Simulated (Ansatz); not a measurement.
Predict the output of the script below (the Ansatz DFT code, driven from Python).

Script `yb6_vcrelax.py`:
```python
"""Variable-cell relaxation of YB6."""

import ansatz
import numpy as np

def edges_and_angles(cell):
    cell = np.asarray(cell)
    a, b, c = np.linalg.norm(cell, axis=1)
    cosines = cell[1] @ cell[2] / (b * c), cell[0] @ cell[2] / (a * c), cell[0] @ cell[1] / (a * b)
    return (a, b, c, *np.degrees(np.arccos(cosines)))


def main() -> None:
    system = (
        ansatz.Lattice.from_parameters(4.113, 4.113, 4.113, alpha=90.0, beta=90.0, gamma=90.0)
        .atom("Y", (0.0, 0.0, 0.0))
        .atom("B", (0.207, 0.5, 0.5))
        .atom("B", (0.5, 0.207, 0.5))
        .atom("B", (0.793, 0.5, 0.5))
        .atom("B", (0.5, 0.793, 0.5))
        .atom("B", (0.5, 0.5, 0.207))
        .atom("B", (0.5, 0.5, 0.793))
    )

    # every cell quantity that the symmetry leaves free
    calculation = (
        system.calculation()
        .pseudopotentials("paw")
        .basis(35 * ansatz.Ry)
        .occupations("methfessel_paxton", width=0.1)
        .kpoints(mesh=(6, 6, 6))
        .functional("pbesol")
        .scf(max_iterations=80)
        .relax(force_tolerance=0.01, max_steps=30, cell=True)
    )
    steps = []


    def follow(event):
        if event["event"] != "relax_step":
            return
        row = event["data"]
        steps.append(row)
        print(f"step {row['step']:3d}  E = {row['lagrangian_ev']:.5f} eV  largest force component = {row['allowed_force_max_ev_ang']:.4f} eV/A  P = {row['pressure_gpa']:.3f} GPa")


    res = calculation.session().plan(threads=1).execute(on_event=follow)
    summary = res.report

    first, last = steps[0], steps[-1]
    symbols = [site.symbol for site in res.lattice.sites]
    print(f"energy gained {first['lagrangian_ev'] - last['lagrangian_ev']:.4f} eV in {len(steps) - 1} steps")
    for label, vectors in (("before", first["cell_ang"]), ("after", res.lattice.cell_ang)):
        print(label, "a b c (A) {:.4f} {:.4f} {:.4f}  angles {:.2f} {:.2f} {:.2f}".format(*edges_and_angles(vectors)), f" V = {abs(np.linalg.det(vectors)):.3f} A^3")
    print("final stress xx yy zz (GPa, compression positive):", np.round(np.diag(summary["stress_gpa"]), 3) + 0.0)

    print("relaxed fractional positions")
    for site in res.lattice.sites:
        print(f"  {site.symbol:2s}", " ".join(f"{v % 1:8.5f}" for v in np.round(site.position_frac, 5)))

    change = np.array(last["positions_ang"]) @ np.linalg.inv(last["cell_ang"]) - np.array(first["positions_ang"]) @ np.linalg.inv(first["cell_ang"])
    moved = np.linalg.norm(change @ np.array(last["cell_ang"]), axis=1)
    print("displacement within the cell, strain taken out (A):", " ".join(f"{s}:{d:.3f}" for s, d in zip(symbols, moved)))

    print(f"free energy      {summary['free_energy_ev']:.5f} eV")
    print(f"per atom         {summary['free_energy_ev'] / len(res.lattice.sites):.5f} eV")
    print(f"SCF iterations   {summary['n_iterations']}  (converged: {summary['converged']})")


if __name__ == "__main__":
    main()
```

```console
$ python yb6_vcrelax.py
step   1  E = -4713.65176 eV  largest force component = 2.1752 eV/A  P = -1.993 GPa
step   2  E = -4713.84911 eV  largest force component = 0.9796 eV/A  P = 1.626 GPa
step   3  E = -4713.88704 eV  largest force component = 0.0152 eV/A  P = 0.984 GPa
step   4  E = -4713.88810 eV  largest force component = 0.0053 eV/A  P = -0.019 GPa
step   5  E = -4713.88792 eV  largest force component = 0.0052 eV/A  P = -0.028 GPa
energy gained 0.2362 eV in 4 steps
before a b c (A) 4.1130 4.1130 4.1130  angles 90.00 90.00 90.00  V = 69.579 A^3
after a b c (A) 4.0758 4.0758 4.0758  angles 90.00 90.00 90.00  V = 67.710 A^3
final stress xx yy zz (GPa, compression positive): [-0.028 -0.028 -0.028]
relaxed fractional positions
  Y   0.00000  0.00000  0.00000
  B   0.19894  0.50000  0.50000
  B   0.50000  0.19894  0.50000
  B   0.80106  0.50000  0.50000
  B   0.50000  0.80106  0.50000
  B   0.50000  0.50000  0.19894
  B   0.50000  0.50000  0.80106
displacement within the cell, strain taken out (A): Y:0.000 B:0.033 B:0.033 B:0.033 B:0.033 B:0.033 B:0.033
free energy      -4713.88792 eV
per atom         -673.41256 eV
SCF iterations   4  (converged: True)
```

Notes:
- Total energies depend on the potentials; only differences at equal settings carry meaning.
- No spin polarisation was allowed.
- For a metal this k-point mesh is coarse: on a finer one energies can move by several to tens of meV an atom and pressures by half a GPa or more, differences at one mesh by less.
- Energies along a relaxation are free energies. Rows at an unchanged volume are solved on a plane-wave basis chosen afresh for that cell, so the energy jumps there and such rows are no steps of the walk.
- Of the deposited cell: the entry's cell lengths or inner coordinates differ somewhat from later room-temperature determinations.
- The starting cell is as deposited in a crystallographic database; the results hold for this polymorph, which needn't be the stable one.
- Wall time of the script: 9.8 s on 1 thread of Arm Neoverse V1, on a shared host, peak memory 0.42 GiB.
